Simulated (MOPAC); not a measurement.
**GaBH3OF (SMILES [BH2][Ga]([OH])[F]) at 4 levels**

We compute a comparison of 4 runs (AM1, PM3, PM6, PM7) of GaBH3OF. 

Program for the calculation: MOPAC 23.2.5.

9 further runs of the same task are left out: 4 that didn't finish, 5 set aside as unsound or not needed.

## 1. Starting point

GaBH3OF has 7 atoms, charge 0, and is taken as a singlet. As SMILES, `[BH2][Ga]([OH])[F]`. The shape comes from GFN2-xTB, which is rough for such elements, and wasn't checked as a minimum. This is one conformer, not always the lowest.

Bond lengths: B1–Ga2 2.056 Å, Ga2–O3 1.735 Å, Ga2–F4 1.788 Å, B1–H5 1.165 Å, B1–H6 1.164 Å, O3–H7 0.955 Å. Angles: B1–Ga2–O3 122.9°, B1–Ga2–F4 124.8°, O3–Ga2–F4 112.3°, Ga2–B1–H5 120.1°, Ga2–B1–H6 120.2°, Ga2–O3–H7 136.2°, H5–B1–H6 119.8°.

## 2. Energy and gradient at AM1 (run 1)

Input file calc.mop:

```
AM1 DISP GRADIENTS BONDS 1SCF AUX(PRECISION=6) THREADS=1
gradient of BFGaH3O

B -0.951610 1 1.215850 1 -0.304650 1
Ga 0.043290 1 -0.550630 1 0.038340 1
O 1.721440 1 -0.617940 1 0.474790 1
F -0.695340 1 -2.175090 1 -0.075060 1
H -0.992550 1 1.663180 1 -1.379050 1
H -1.480370 1 1.768910 1 0.572330 1
H 2.355140 1 -1.304280 1 0.673310 1
```

Command:

```
$ mopac calc.mop
```

calc.out:

```text
MOPAC v23.2.5
AM1 CALCULATION RESULTS
[...]
           Empirical Formula: H3 O B Ga F  =     7 atoms
      MOLECULAR POINT GROUP   :   Cs
[...]
     SCF FIELD WAS ACHIEVED
[...]
                              SUM =         -7.87932 KCAL/MOL = FINAL HEAT OF FORMATION
          TOTAL ENERGY            =       -972.71799 EV
          ELECTRONIC ENERGY       =      -1957.93952 EV
          CORE-CORE REPULSION     =        985.22153 EV
          COSMO AREA              =        110.81 SQUARE ANGSTROMS
          COSMO VOLUME            =         92.50 CUBIC ANGSTROMS
          GRADIENT NORM           =        104.47370          =       39.48735 PER ATOM
          IONIZATION POTENTIAL    =          9.987165 EV
          HOMO LUMO ENERGIES (EV) =         -9.987 -1.295
          NO. OF FILLED LEVELS    =         11
          MOLECULAR WEIGHT        =        118.5665         POINT GROUP:  Cs
[...]
              NET ATOMIC CHARGES AND DIPOLE CONTRIBUTIONS
  ATOM NO.   TYPE          CHARGE      No. of ELECS.   s-Pop       p-Pop
    1          B           0.240727        2.7593     1.32080     1.43847
    2         Ga           0.635090        2.3649     0.62838     1.73653
    3          O          -0.569078        6.5691     1.81969     4.74938
    4          F          -0.419843        7.4198     1.89951     5.52033
    5          H          -0.068567        1.0686     1.06857
    6          H          -0.068336        1.0683     1.06834
    7          H           0.250006        0.7500     0.74999
 DIPOLE           X         Y         Z       TOTAL
 POINT-CHG.    -0.631     3.107    -0.307     3.185
 HYBRID         0.363    -0.393     0.113     0.547
 SUM           -0.267     2.714    -0.194     2.734
[...]
 * JOB ENDED NORMALLY *
[...]
```

It took 0.04 s on 1 thread of Arm Neoverse N1, shared host.

## 3. Energy and gradient at PM3 (run 2)

Input file job.mop:

```
DISP BONDS GRADIENTS 1SCF PM3 AUX(PRECISION=6) T=10M THREADS=1
BFGaH3O gradient

B     -0.951610 +1     1.215850 +1    -0.304650 +1
Ga     0.043290 +1    -0.550630 +1     0.038340 +1
O      1.721440 +1    -0.617940 +1     0.474790 +1
F     -0.695340 +1    -2.175090 +1    -0.075060 +1
H     -0.992550 +1     1.663180 +1    -1.379050 +1
H     -1.480370 +1     1.768910 +1     0.572330 +1
H      2.355140 +1    -1.304280 +1     0.673310 +1
```

Command:

```
$ mopac job.mop
```

job.out:

```text
MOPAC v23.2.5
PM3 CALCULATION RESULTS
[...]
           Empirical Formula: H3 O B Ga F  =     7 atoms
      MOLECULAR POINT GROUP   :   Cs
[...]
     SCF FIELD WAS ACHIEVED
[...]
                              SUM =        -37.91174 KCAL/MOL = FINAL HEAT OF FORMATION
          TOTAL ENERGY            =       -933.97456 EV
          ELECTRONIC ENERGY       =      -1909.17274 EV
          CORE-CORE REPULSION     =        975.19818 EV
          COSMO AREA              =        110.81 SQUARE ANGSTROMS
          COSMO VOLUME            =         92.50 CUBIC ANGSTROMS
          GRADIENT NORM           =        119.55099          =       45.18603 PER ATOM
          IONIZATION POTENTIAL    =         11.041319 EV
          HOMO LUMO ENERGIES (EV) =        -11.041 -1.873
          NO. OF FILLED LEVELS    =         11
          MOLECULAR WEIGHT        =        118.5665         POINT GROUP:  Cs
[...]
              NET ATOMIC CHARGES AND DIPOLE CONTRIBUTIONS
  ATOM NO.   TYPE          CHARGE      No. of ELECS.   s-Pop       p-Pop
    1          B          -0.181603        3.1816     1.15165     2.02995
    2         Ga           0.998078        2.0019     1.11181     0.89011
    3          O          -0.692207        6.6922     1.79139     4.90082
    4          F          -0.461565        7.4616     1.66758     5.79399
    5          H           0.059369        0.9406     0.94063
    6          H           0.059426        0.9406     0.94057
    7          H           0.218502        0.7815     0.78150
 DIPOLE           X         Y         Z       TOTAL
 POINT-CHG.    -1.378     2.787    -0.486     3.147
 HYBRID         0.759    -0.458     0.218     0.913
 SUM           -0.619     2.328    -0.268     2.424
[...]
 * JOB ENDED NORMALLY *
[...]
```

It took 0.04 s on 1 thread of Arm Neoverse N1, shared host.

## 4. Energy and gradient at PM6 (run 3)

Input file calc.mop:

```
PM6 1SCF BONDS GRADIENTS DISP AUX(PRECISION=6) THREADS=1
BFGaH3O, PM6

B     -0.951610 1     1.215850 1    -0.304650 1
Ga     0.043290 1    -0.550630 1     0.038340 1
O      1.721440 1    -0.617940 1     0.474790 1
F     -0.695340 1    -2.175090 1    -0.075060 1
H     -0.992550 1     1.663180 1    -1.379050 1
H     -1.480370 1     1.768910 1     0.572330 1
H      2.355140 1    -1.304280 1     0.673310 1
```

Command:

```
$ mopac calc.mop
```

calc.out:

```text
MOPAC v23.2.5
PM6 CALCULATION RESULTS
[...]
           Empirical Formula: H3 O B Ga F  =     7 atoms
      MOLECULAR POINT GROUP   :   Cs
[...]
     SCF FIELD WAS ACHIEVED
[...]
                              SUM =         -3.91997 KCAL/MOL = FINAL HEAT OF FORMATION
          TOTAL ENERGY            =       -914.81943 EV
          ELECTRONIC ENERGY       =      -1883.09534 EV
          CORE-CORE REPULSION     =        968.27591 EV
          COSMO AREA              =        110.81 SQUARE ANGSTROMS
          COSMO VOLUME            =         92.50 CUBIC ANGSTROMS
          GRADIENT NORM           =        250.56275          =       94.70382 PER ATOM
          IONIZATION POTENTIAL    =         11.528255 EV
          HOMO LUMO ENERGIES (EV) =        -11.528 -1.190
          NO. OF FILLED LEVELS    =         11
          MOLECULAR WEIGHT        =        118.5665         POINT GROUP:  Cs
[...]
              NET ATOMIC CHARGES AND DIPOLE CONTRIBUTIONS
  ATOM NO.   TYPE          CHARGE      No. of ELECS.   s-Pop       p-Pop
    1          B           0.299548        2.7005     1.12809     1.57236
    2         Ga           0.365983        2.6340     1.32344     1.31058
    3          O          -0.656050        6.6561     1.69093     4.96512
    4          F          -0.406567        7.4066     1.96797     5.43860
    5          H           0.022117        0.9779     0.97788
    6          H           0.022142        0.9779     0.97786
    7          H           0.352828        0.6472     0.64717
 DIPOLE           X         Y         Z       TOTAL
 POINT-CHG.    -1.631     5.131    -0.665     5.425
 HYBRID         1.153    -1.824     0.387     2.192
 SUM           -0.478     3.307    -0.278     3.353
[...]
 * JOB ENDED NORMALLY *
[...]
```

It took 0.04 s on 1 thread of Arm Neoverse N1, shared host.

## 5. Energy and forces at PM7 (run 4)

Input file job.mop:

```
PM7 1SCF DISP GRADIENTS BONDS AUX(PRECISION=9) THREADS=1
BFGaH3O, PM7

B -0.951610 1 1.215850 1 -0.304650 1
Ga 0.043290 1 -0.550630 1 0.038340 1
O 1.721440 1 -0.617940 1 0.474790 1
F -0.695340 1 -2.175090 1 -0.075060 1
H -0.992550 1 1.663180 1 -1.379050 1
H -1.480370 1 1.768910 1 0.572330 1
H 2.355140 1 -1.304280 1 0.673310 1
```

Command:

```
$ mopac job.mop
```

job.out:

```text
MOPAC v23.2.5
PM7 CALCULATION RESULTS
[...]
           Empirical Formula: H3 O B Ga F  =     7 atoms
      MOLECULAR POINT GROUP   :   Cs
[...]
     SCF FIELD WAS ACHIEVED
[...]
                              SUM =        -56.44574 KCAL/MOL = FINAL HEAT OF FORMATION
          TOTAL ENERGY            =       -916.29118 EV
          ELECTRONIC ENERGY       =      -1886.16982 EV
          CORE-CORE REPULSION     =        969.87865 EV
          COSMO AREA              =        110.81 SQUARE ANGSTROMS
          COSMO VOLUME            =         92.50 CUBIC ANGSTROMS
          GRADIENT NORM           =        200.49238          =       75.77900 PER ATOM
          IONIZATION POTENTIAL    =         11.730902 EV
          HOMO LUMO ENERGIES (EV) =        -11.731 -1.520
          NO. OF FILLED LEVELS    =         11
          MOLECULAR WEIGHT        =        118.5665         POINT GROUP:  Cs
[...]
              NET ATOMIC CHARGES AND DIPOLE CONTRIBUTIONS
  ATOM NO.   TYPE          CHARGE      No. of ELECS.   s-Pop       p-Pop
    1          B           0.138026        2.8620     0.78719     2.07478
    2         Ga           0.792043        2.2080     1.21283     0.99513
    3          O          -0.862351        6.8624     1.73716     5.12519
    4          F          -0.535325        7.5353     1.96611     5.56921
    5          H           0.040840        0.9592     0.95916
    6          H           0.040690        0.9593     0.95931
    7          H           0.386077        0.6139     0.61392
 DIPOLE           X         Y         Z       TOTAL
 POINT-CHG.    -1.925     5.117    -0.740     5.517
 HYBRID         1.287    -1.943     0.427     2.370
 SUM           -0.638     3.174    -0.313     3.252
[...]
 * JOB ENDED NORMALLY *
[...]
```

Wall time 0.04 s (1 thread of Arm Neoverse N1, shared host).

## 6. The series

```csv
run,level,heat of formation (kcal/mol),dipole moment (D),HOMO energy (eV),LUMO energy (eV),wall time
1,AM1,-7.88,2.73,-9.99,-1.29,0.04 s
2,PM3,-37.91,2.42,-11.04,-1.87,0.04 s
3,PM6,-3.92,3.35,-11.53,-1.19,0.04 s
4,PM7,-56.45,3.25,-11.73,-1.52,0.04 s
```

## 7. Summary of results

```
                                        quantity           value
                             run 4: total energy    -33.67308 Eh
                            run 4: dipole moment          3.25 D
                              run 4: HOMO energy       -11.73 eV
                              run 4: LUMO energy        -1.52 eV
                            run 4: HOMO–LUMO gap        10.21 eV
                        run 4: dispersion energy    -1.27 kJ/mol
run 4: heat of formation at this unrelaxed shape  -56.4 kcal/mol
                 run 4: largest force on an atom      5.963 eV/Å
```

What this shows: The dipole moment (its size) runs from 2.42 D (PM3) to 3.35 D (PM6). The HOMO–LUMO gap runs from 8.69 eV (AM1) to 10.34 eV (PM6). Force-field and semi-empirical energies have zeros of their own, so their totals don't compare. All runs together took 0.16 s, the longest 0.04 s.
